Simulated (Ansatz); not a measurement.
**CH2BFS: how energies converge with the basis set**

One table from this session's results is given with a row withheld; the runs are named, their logs left out.

Program: Ansatz 0.2.0, Gaussian basis. Level of theory: one geometry, several basis sets. These are calculated values, not measurements.

Plan: PBE0-D4/def2-SVP; ωB97M-V/def2-SVP; PBE0-D4/def2-QZVPP; ωB97M-V/def2-QZVPP; the functionals' def2-TZVPP values are taken from earlier runs.

### Structure used throughout

All runs share one geometry, relaxed beforehand with PBE0-D4 in a triple-zeta def2 set.

SMILES `FC1BS1`, 6 atoms, charge 0, spin multiplicity 1.

Atoms are counted from 1 here; the program's logs count them from 0.

Bond lengths: F1–C2 1.363 Å, C2–B3 1.532 Å, C2–S4 1.844 Å, C2–H5 1.086 Å, B3–S4 1.739 Å, B3–H6 1.181 Å. Angles: F1–C2–B3 119.7°, F1–C2–S4 115.5°, F1–C2–H5 110.1°, B3–C2–S4 61.2°, B3–C2–H5 126.3°, S4–C2–H5 114.0°, C2–B3–S4 68.3°, C2–B3–H6 149.0°, S4–B3–H6 142.6°, C2–S4–B3 50.5°.

As a file:

```xyz
6

F     0.4935   -0.6140   -1.5529
C    -0.0410    0.1890   -0.5903
B     0.2498   -0.0998    0.8862
S    -1.3612   -0.5800    0.4425
H    -0.3162    1.1490   -1.0157
H     1.0170   -0.1083    1.7841
```

The first run:

in.yaml

```yaml
crystal:
  periodic: [false, false, false]
  atoms:
    - {symbol: F, position_ang: [0.493532, -0.613955, -1.552884]}
    - {symbol: C, position_ang: [-0.040960, 0.189046, -0.590288]}
    - {symbol: B, position_ang: [0.249822, -0.099787, 0.886234]}
    - {symbol: S, position_ang: [-1.361165, -0.580008, 0.442493]}
    - {symbol: H, position_ang: [-0.316209, 1.149032, -1.015732]}
    - {symbol: H, position_ang: [1.016979, -0.108328, 1.784078]}
basis:
  gaussian: {orbitals: def2-SVP}
hamiltonian: {xc: pbe0, dispersion: d4}
output: {orbitals: {seedname: orbitals}}
```

The run is started by

```sh
> ansatz run in.yaml --threads 2 --pin off --events-out ev --progress --plain --max-ram 4352MiB
```

Among the steps run: PBE0-D4 in def2-SVP; ωB97M-V in def2-SVP; PBE0-D4 in def2-QZVPP; ωB97M-V in def2-QZVPP.

One of the session's tables, all rows but one given; the rest of the session is left out.

It belongs to the step «Functionals by basis». 

```
functional       basis  HOMO (eV)  LUMO (eV)
   PBE0-D4    def2-SVP      -8.21      -1.58
   PBE0-D4  def2-TZVPP      -8.27      -1.74
   PBE0-D4  def2-QZVPP      -8.29      -1.78
   ωB97M-V    def2-SVP     -10.38       0.56
   ωB97M-V  def2-TZVPP     -10.46       0.31
   ωB97M-V  def2-QZVPP          ?          ?
```

Q: Estimate the row for ωB97M-V, def2-QZVPP from the others.

The run gave: HOMO (eV): -10.49; LUMO (eV): 0.22. In the column «HOMO (eV)» it is the lowest.
